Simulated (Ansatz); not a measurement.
**H5O2Si2: rigid scan of one bond length**

How does the energy of H5O2Si2 change as one bond is stretched? Aim: a rigid scan of one bond length, for H5O2Si2, run from a script.

Program: the Python package of Ansatz 0.2.0. Level of theory: Hartree-Fock/def2-SVP. These are calculated values, not measurements.

## Step 1: Starting point

Bond lengths: O1–Si2 1.611 Å, Si2–O3 1.644 Å, O3–Si4 1.722 Å, O1–H5 0.945 Å, Si2–H6 1.488 Å, Si2–H7 1.477 Å, Si4–H8 1.451 Å, Si4–H9 1.500 Å. Angles: O1–Si2–O3 106.5°, O1–Si2–H6 108.7°, O1–Si2–H7 112.3°, O3–Si2–H6 111.7°, O3–Si2–H7 109.2°, H6–Si2–H7 108.4°, Si2–O1–H5 118.2°, Si2–O3–Si4 135.9°, O3–Si4–H8 111.2°, O3–Si4–H9 103.8°, H8–Si4–H9 110.3°.

The script holds or builds the structure itself.

## Step 2: Script

Input file scan_h5o2si2.py:

```python
from dataclasses import dataclass
import warnings

import ansatz
import numpy as np


@dataclass(frozen=True)
class Settings:
    basis_set: str = "def2-SVP"
    xc: str = "hf"


opts = Settings()

GEOMETRY = """
O    -1.78800    1.14300    0.91280
Si   -0.37800    1.06720    0.13710
O    -0.10540   -0.52240   -0.18150
Si    1.14540   -1.43620   -0.93400
H    -2.17760    0.33590    1.21140
H     0.67940    1.64160    1.01200
H    -0.39500    1.82190   -1.13260
H     2.41670   -1.23940   -0.26300
H     0.69110   -2.85780   -0.77930
"""


def main() -> None:
    warnings.simplefilter("ignore", ansatz.DeckWarning)

    h5o2si2 = ansatz.Crystal.molecule()
    for line in GEOMETRY.strip().splitlines():
        symbol, *xyz = line.split()
        h5o2si2 = h5o2si2.atom(symbol, [float(v) for v in xyz])

    symbols = [site.symbol for site in h5o2si2.cartesian_sites]
    start = np.array([site.position_ang for site in h5o2si2.cartesian_sites])
    axis = (start[8] - start[3]) / np.linalg.norm(start[8] - start[3])
    moving = [8]
    lengths, energies = [1.32, 1.38, 1.44, 1.5, 1.56, 1.62, 1.68, 1.77], []
    for length in lengths:
        xyz = start.copy()
        xyz[moving] += (length - np.linalg.norm(start[8] - start[3])) * axis
        point = ansatz.Crystal.molecule()
        for symbol, place in zip(symbols, xyz):
            point = point.atom(symbol, place.tolist())
        model = point.calculation()
        model = model.basis(gaussian=opts.basis_set).functional(opts.xc)
        model = model.spin("collinear", total=1)
        data = model.run(threads=1).report
        energies.append(data["free_energy_ev"])
        print(f"r = {length:6.3f} A  E = {energies[-1]:.5f} eV  <S^2> = {abs(data['mean_field']['state']['spin_squared']):.3f}")

    fit = np.polynomial.Polynomial.fit(lengths, np.array(energies) - min(energies), 4).convert()
    roots = [r.real for r in fit.deriv().roots() if abs(r.imag) < 1e-9 and fit.deriv(2)(r.real) > 0]
    r_e = min(roots, key=lambda r: abs(r - lengths[int(np.argmin(energies))]))
    print(f"minimum of the fit at {r_e:.4f} A, force constant {fit.deriv(2)(r_e):.2f} eV/A^2")


if __name__ == "__main__":
    main()
```

## Step 3: What the engine is handed

The engine receives this input (first run):

```yaml
crystal:
  periodic: [false, false, false]
  atoms:
    - { symbol: O, position_ang: [-1.788, 1.143, 0.9128] }
    - { symbol: Si, position_ang: [-0.378, 1.0672, 0.1371] }
    - { symbol: O, position_ang: [-0.1054, -0.5224, -0.1815] }
    - { symbol: Si, position_ang: [1.1454, -1.4362, -0.934] }
    - { symbol: H, position_ang: [-2.1776, 0.3359, 1.2114] }
    - { symbol: H, position_ang: [0.6794, 1.6416, 1.012] }
    - { symbol: H, position_ang: [-0.395, 1.8219, -1.1326] }
    - { symbol: H, position_ang: [2.4167, -1.2394, -0.263] }
    - { symbol: H, position_ang: [0.7457285263173108, -2.6868558815481203, -0.7979023178984987] }
basis:
  gaussian:
    orbitals: def2-SVP
hamiltonian:
  xc: hf
magnetization:
  spin_polarized: true
  initial_magnetization: 1.0
```

## Step 4: Launch

Run with:

```bash
$ python scan_h5o2si2.py
```

**Question.** What results will this script give? Wanted: range of energy; lowest point, distance.

As calculated:

```
                        quantity     value
bond length at the fit's minimum  1.4789 Å
                   runs compared         8
                 range of energy  0.554 eV
      lowest point, distance (Å)      1.50
```

The lowest point, at 1.50, lies inside the range. The ends stand 0.31 and 0.554 eV above it. The distance scanned is the script's pair 3, 8. Caveats:
- The rest of the molecule is held rigid at a force-field or estimated start geometry, and the basis set is modest; single-reference methods fail as a bond breaks.
- The species is open-shell (spin multiplicity 2).
